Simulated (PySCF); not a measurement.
# C8H6F2O: the cost of one run

Programs: PySCF 2.14.0, with density-fitted response routines of our own. Each step states its level of theory. These are calculated values for one molecule, in the gas phase or a continuum, unless marked as measured. Atoms are numbered from 0 throughout.

**1. The molecule as given**

17 atoms, charge 0, multiplicity 1; geometry from: GFN2-xTB.

Bonds of the start (Å): O0–C1 1.20, C1–C2 1.47, C2–C3 1.40, C3–C4 1.38, C4–C5 1.39, C5–C6 1.38, C6–C7 1.39, C7–C8 1.51, C8–F9 1.36, C8–F10 1.36, C7–C2 1.40, C1–H11 1.11, C3–H12 1.08, C4–H13 1.08, C5–H14 1.08, C6–H15 1.08, C8–H16 1.10.

**2. Optimising the geometry at PBE0-D3(BJ)/def2-SVP**

The job: settings as JSON, then the geometry in Å.

```
{"job": {"xc": "PBE0", "basis": "def2-SVP", "d3": "d3bj", "grid": 1, "kind": "geom"}, "charge": 0, "multiplicity": 1}
O     -2.452444     1.713504     0.061567
C     -1.261078     1.889279     0.057415
C     -0.203478     0.867275     0.021649
C      1.119346     1.319629     0.016546
C      2.180633     0.436997    -0.018918
C      1.939559    -0.927066    -0.052074
C      0.637250    -1.395966    -0.046980
C     -0.436043    -0.516165    -0.009883
C     -1.817374    -1.126454    -0.000254
F     -1.967644    -1.949859    -1.073974
F     -1.959660    -1.925555     1.093244
H     -0.848700     2.917626     0.079804
H      1.306577     2.383620     0.041839
H      3.193542     0.809911    -0.021184
H      2.761911    -1.625305    -0.080807
H      0.440675    -2.457286    -0.072641
H     -2.640069    -0.402156    -0.005258
```

Run with:

```bash
$ OMP_NUM_THREADS=1 python probes_run.py task.json out
```

The driver reads the jobs from task.json and runs them one after another.

**Question.** How long does this first job take on 1 thread of AMD EPYC 7R43, shared host, and how much memory does it need?

About 9.1 min, with a peak of 0.79 GiB.
